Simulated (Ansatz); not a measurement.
Mn2Al2Cu: single point with PBEsol

Crystal: Mn2Al2Cu.

```
Cu Mn Al
1.0
    -1.36859    1.36859    8.51894
     1.36859   -1.36859    8.51894
     1.36859    1.36859   -8.51894
Cu Mn Al
1 2 2
Direct
  0.99079 0.99079 0.00000
  0.38791 0.38791 0.00000
  0.81335 0.81335 0.00000
  0.21755 0.21755 0.00000
  0.59040 0.59040 0.00000
```

The cell comes from a database or a generator and needn't be the stable form of this composition.

```json
{"Program": "Ansatz 0.2.0", "Task": "single point", "Functional": "PBEsol", "Potentials or basis": "Ansatz PAW", "Cutoff": "420 eV (not typed: the program's choice for these potentials)", "k mesh": "11 × 11 × 11", "Occupations": "fermi-dirac, width 0.05 eV", "Spin": "collinear spin, ferromagnetic start", "Starting moments": "[0.1465116279, 0.976744186, 0.976744186, 0.0, 0.0] μB", "Fixed moment": "2.1 μB"}
```

```yaml
Pressure: 0.9 GPa
Largest_force: 0.743 eV/Å
Net_moment: 2.10 μB per cell
Absolute_moment: 3.06 μB per cell
Site_moments: Cu +0.08; Mn +2.12, -0.41; Al +0.03, +0.04 μB
```

Forces on the atoms (eV/Å):
```
Cu   0.000  0.000 -0.137
Mn   0.000  0.000  0.743
Mn   0.000  0.000 -0.393
Al   0.000  0.000  0.009
Al   0.000  0.000 -0.222
```

Stress tensor (GPa, compression positive):
```
 1.59  0.00  0.00
 0.00  1.59  0.00
 0.00  0.00 -0.35
```

It took 51 s on 2 threads of Arm Neoverse V2, on a shared host, peak memory 0.63 GiB.

Caveat: the total moment is fixed, so each spin has its own Fermi level; the PAW data sets come from PBE, with cores solved anew for the run's functional, which leaves a small shift of forces and pressure; the starting moments weren't kept; the thresholds are loose for stress.
